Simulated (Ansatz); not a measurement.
# C2H2N2Sn: a ladder of functionals and wavefunction methods

The task here is to estimate one member of a computed series from the others.

Method: functionals in def2-TZVPP, the program's frozen cores in correlated methods; program: Ansatz 0.2.0, Gaussian basis.

Levels to be run: LDA (SPW92), PBE-D4, revPBE-D4, BLYP-D4, r2SCAN-D4, B97M-V, PBE0-D4, B3LYP-D4, r2SCANh-D4, r2SCAN0-D4, HSE06-D4, BHLYP-D4, CAM-B3LYP-D4, LC-ωPBE, ωB97X-V, ωB97M-V, B2PLYP, PBE-QIDH; CCSD(T)/def2-SVP; CCSD(T)/def2-TZVPP; MP2/def2-QZVPP; extrapolation to the limit; RPA on PBE.

## The geometry

The geometry comes from an earlier relaxation with PBE0-D4 in a triple-zeta def2 set; it is a stationary point, not always the lowest conformer. Sn takes the def2 core potential; no spin-orbit term is included.

SMILES `N#[C][SnH2][C]#N`, 7 atoms, charge 0, spin multiplicity 1.

Atoms are counted from 1 here; the program's logs count them from 0.

Bond lengths: N1–C2 1.152 Å, C2–Sn3 2.099 Å, Sn3–C4 2.099 Å, Sn3–H6 1.688 Å, Sn3–H7 1.688 Å, C4–N5 1.152 Å. Angles: N1–C2–Sn3 178.2°, C2–Sn3–C4 104.7°, C2–Sn3–H6 108.7°, C2–Sn3–H7 108.6°, C4–Sn3–H6 108.6°, C4–Sn3–H7 108.6°, H6–Sn3–H7 116.9°, Sn3–C4–N5 178.1°.

Set-up of the first run:

in.yaml

```yaml
crystal:
  periodic: [false, false, false]
  atoms:
    - {symbol: N, position_ang: [1.155110, 2.513501, -0.842738]}
    - {symbol: C, position_ang: [0.595940, 1.521470, -0.671131]}
    - {symbol: Sn, position_ang: [-0.453198, -0.278118, -0.416244]}
    - {symbol: C, position_ang: [0.257184, -1.054390, 1.399500]}
    - {symbol: N, position_ang: [0.623604, -1.509724, 2.391797]}
    - {symbol: H, position_ang: [-2.095199, 0.073649, -0.246772]}
    - {symbol: H, position_ang: [-0.022241, -1.334388, -1.660110]}
basis:
  gaussian: {orbitals: def2-TZVPP}
hamiltonian: {xc: lda}
output: {orbitals: {seedname: orbitals}}
```

Among the steps run: LDA; PBE-D4 (GGA); revPBE-D4 (GGA); BLYP-D4 (GGA); r2SCAN-D4 (meta-GGA); B97M-V (meta-GGA); PBE0-D4 (hybrid); B3LYP-D4 (hybrid); r2SCANh-D4 (hybrid); r2SCAN0-D4 (hybrid); HSE06-D4 (hybrid); BHLYP-D4 (hybrid); CAM-B3LYP-D4 (range-separated); LC-ωPBE-D4 (range-separated; the results give it without D4); ωB97X-V (range-separated); ωB97M-V (range-separated); B2PLYP (double hybrid); PBE-QIDH (double hybrid).

One of the session's tables, all rows but one given; the rest of the session is left out.

It belongs to the step «Orbital energies across the functionals». 

| functional | HOMO (eV) | gap (eV) |
| --- | --- | --- |
| LDA (SPW92) | -8.82 | 6.44 |
| PBE-D4 | -8.67 | 6.53 |
| revPBE-D4 | -8.61 | 6.57 |
| BLYP-D4 | -8.56 | 6.52 |
| r2SCAN-D4 | ? | ? |
| B97M-V | -9.02 | 7.07 |
| PBE0-D4 | -10.05 | 8.81 |
| B3LYP-D4 | -9.81 | 8.32 |
| r2SCANh-D4 | -9.53 | 7.91 |
| r2SCAN0-D4 | -10.26 | 9.13 |
| HSE06-D4 | -9.65 | 8.03 |
| BHLYP-D4 | -11.23 | 10.77 |
| CAM-B3LYP-D4 | -11.45 | 11.15 |
| LC-ωPBE | -12.89 | 13.73 |
| ωB97X-V | -12.46 | 13.18 |
| ωB97M-V | -12.31 | 12.74 |

**Question.** Estimate the row for r2SCAN-D4.

Worked estimate for «HOMO (eV)». Against the share of exact exchange, r2SCANh-D4 (0.1, -9.53), r2SCAN0-D4 (0.25, -10.26) give a slope of -4.87 per unit share; at 0 the line stands at -9.04.

The run gave: HOMO (eV): -9.05; gap (eV): 7.09. In «HOMO (eV)» the line misses by +0.01.
